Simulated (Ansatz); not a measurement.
# CaMg: the cost of one run

Computed with Ansatz 0.2.0 (DFT LDA, scalar-relativistic, plane waves, PAW, unless a step's input says otherwise).

1 further run of the same task is left out (it didn't finish).

## 1. The starting structure

Symmetry: R-3m, No. 166, trigonal system. Conventional cell: a = 3.657 Å, b = 3.657 Å, c = 16.959 Å, α = 90.00°, β = 90.00°, γ = 120.00°. Around Ca (site symmetry -3m) lie 6 Mg at 3.53 Å and 6 Ca at 3.66 Å. Mg (site symmetry -3m) is surrounded by 6 Ca at 3.53 Å and 6 Mg at 3.66 Å.

Structure file:

```
CELL_PARAMETERS angstrom
1.82875 1.05583 5.65289
-1.82875 1.05583 5.65289
0.00000 -2.11166 5.65289
ATOMIC_POSITIONS crystal
Ca 0.00000 0.00000 0.00000
Mg 0.50000 0.50000 0.50000
```

The structure comes from the Materials Project (structure only).

(A quick probe on a coarse mesh, which set the mesh and smearing, is not shown.)

## 3. The relaxation

input.yaml

```yaml
crystal:
  lattice:
    - [1.8287489639, 1.0558287066, 5.6528930292]
    - [-1.8287489639, 1.0558287066, 5.6528930292]
    - [0.0, -2.1116574131, 5.6528930292]
  atoms:
    - { symbol: Ca, position: [0.0, 0.0, 0.0] }
    - { symbol: Mg, position: [0.5, 0.5, 0.5] }
basis:
  ecutwfc: 420
kpoints:
  mp_grid: { grid: [15, 15, 15] }
hamiltonian:
  xc: lda
scf:
  occupations: { method: gaussian, width: 0.1 }
output:
  forces: true
  stress: true
  eigenvalues: true
  write_density: true
  write_potential: true
  elf: true
  volumetric_format: npy
relax:
  adjacent_minimum: "off"
  f_tol: 0.005
  max_steps: 80
  cell: { stress_tol: 0.05 }
```

Launch:

```
$ ansatz run input.yaml --threads 1 --pin off --max-ram 2560MiB --backend cpu --events-out ev --progress --plain --runs-dir out
```

**Question.** How long does this run take on 1 thread of Arm Neoverse V1, shared host, and how much memory does it need?

About 91 s, with a peak of 0.54 GiB.
